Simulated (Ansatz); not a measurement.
# C2H3AlO: ionisation energy by level of theory

The task here is to estimate one member of a computed series from the others.

Program: Ansatz 0.2.0, Gaussian basis. Level of theory: unrestricted cation, the program's frozen cores in correlated methods. These are calculated values, not measurements.

Plan: UKS PBE-D4/def2-TZVPP; UKS r2SCAN-D4/def2-TZVPP; UKS PBE0-D4/def2-TZVPP; UKS B3LYP-D4/def2-TZVPP; UKS wB97X-V/def2-TZVPP; UKS wB97M-V/def2-TZVPP; UKS B2PLYP/def2-TZVPP; UHF-CCSD(T)/def2-TZVPP; UHF-MP2/def2-QZVPP; extrapolation to the limit; then −ε(HOMO) from the neutral's earlier runs with LDA (SPW92), PBE-D4, revPBE-D4, BLYP-D4, r2SCAN-D4, B97M-V, PBE0-D4, B3LYP-D4, r2SCANh-D4, r2SCAN0-D4, HSE06-D4, BHLYP-D4, CAM-B3LYP-D4, LC-ωPBE, ωB97X-V, ωB97M-V.

### Structure used throughout

The geometry comes from an earlier relaxation with PBE0-D4 in a triple-zeta def2 set; it is a stationary point, not always the lowest conformer.

7 atoms, charge 0, spin multiplicity 1.

Atoms are counted from 1 here; the program's logs count them from 0.

Bond lengths: C1–C2 1.211 Å, C1–H5 1.067 Å, C2–Al3 1.906 Å, Al3–O4 1.691 Å, Al3–H6 1.569 Å, O4–H7 0.956 Å. Angles: C2–C1–H5 179.9°, C1–C2–Al3 179.4°, C2–Al3–O4 119.4°, C2–Al3–H6 122.9°, O4–Al3–H6 117.7°, Al3–O4–H7 123.2°.

Geometry (Å):

```xyz
7

C    -1.8123   -1.0661   -0.3211
C    -0.8727   -0.3728   -0.0019
Al    0.5962    0.7266    0.5152
O     2.0715    0.5780   -0.2969
H    -2.6413   -1.6763   -0.6013
H     0.5052    1.7799    1.6743
H     2.2146   -0.0375   -1.0141
```

The first run:

The input, in.yaml:

```yaml
crystal:
  periodic: [false, false, false]
  atoms:
    - {symbol: C, position_ang: [-1.812274, -1.066091, -0.321116]}
    - {symbol: C, position_ang: [-0.872745, -0.372754, -0.001850]}
    - {symbol: Al, position_ang: [0.596201, 0.726636, 0.515228]}
    - {symbol: O, position_ang: [2.071513, 0.578010, -0.296890]}
    - {symbol: H, position_ang: [-2.641308, -1.676301, -0.601266]}
    - {symbol: H, position_ang: [0.505174, 1.779893, 1.674323]}
    - {symbol: H, position_ang: [2.214639, -0.037495, -1.014128]}
basis:
  gaussian: {orbitals: def2-TZVPP}
total_charge: 1
magnetization: {spin_polarized: true, initial_magnetization: 1}
hamiltonian: {xc: pbe, dispersion: d4}
```

Started as:

```
ansatz run in.yaml --threads 2 --pin off --events-out ev --progress --plain --max-ram 4352MiB
```

Among the steps run: Cation, UKS PBE-D4/def2-TZVPP; Cation, UKS r2SCAN-D4/def2-TZVPP; Cation, UKS PBE0-D4/def2-TZVPP; Cation, UKS B3LYP-D4/def2-TZVPP; Cation, UKS wB97X-V/def2-TZVPP; Cation, UKS wB97M-V/def2-TZVPP; Cation, UKS B2PLYP (frozen core)/def2-TZVPP; Cation, UHF-CCSD(T)/def2-TZVPP; Cation, UHF-MP2/def2-QZVPP.

One table of the session follows, with a row left open; its other results are not shown here.

It belongs to the step «Ionisation energies side by side». For comparison, −ε(HOMO) of the neutral from earlier runs:

```
  functional  −ε(HOMO) (eV)
 LDA (SPW92)           7.26
      PBE-D4           7.06
   revPBE-D4           6.99
     BLYP-D4           6.89
   r2SCAN-D4           7.31
      B97M-V           7.29
     PBE0-D4           8.30
    B3LYP-D4           8.04
  r2SCANh-D4           7.77
  r2SCAN0-D4              ?
    HSE06-D4           7.89
    BHLYP-D4           9.34
CAM-B3LYP-D4           9.66
     LC-ωPBE          11.12
     ωB97X-V          10.69
     ωB97M-V          10.56
```

Estimate the missing values for r2SCAN0-D4.

Worked estimate for «−ε(HOMO) (eV)». Against the share of exact exchange, r2SCAN-D4 (0, 7.31), r2SCANh-D4 (0.1, 7.77) give a slope of 4.60 per unit share; at 0.25 the line stands at 8.46.

The run gave: −ε(HOMO) (eV): 8.46. In «−ε(HOMO) (eV)» the line misses by 0.00.
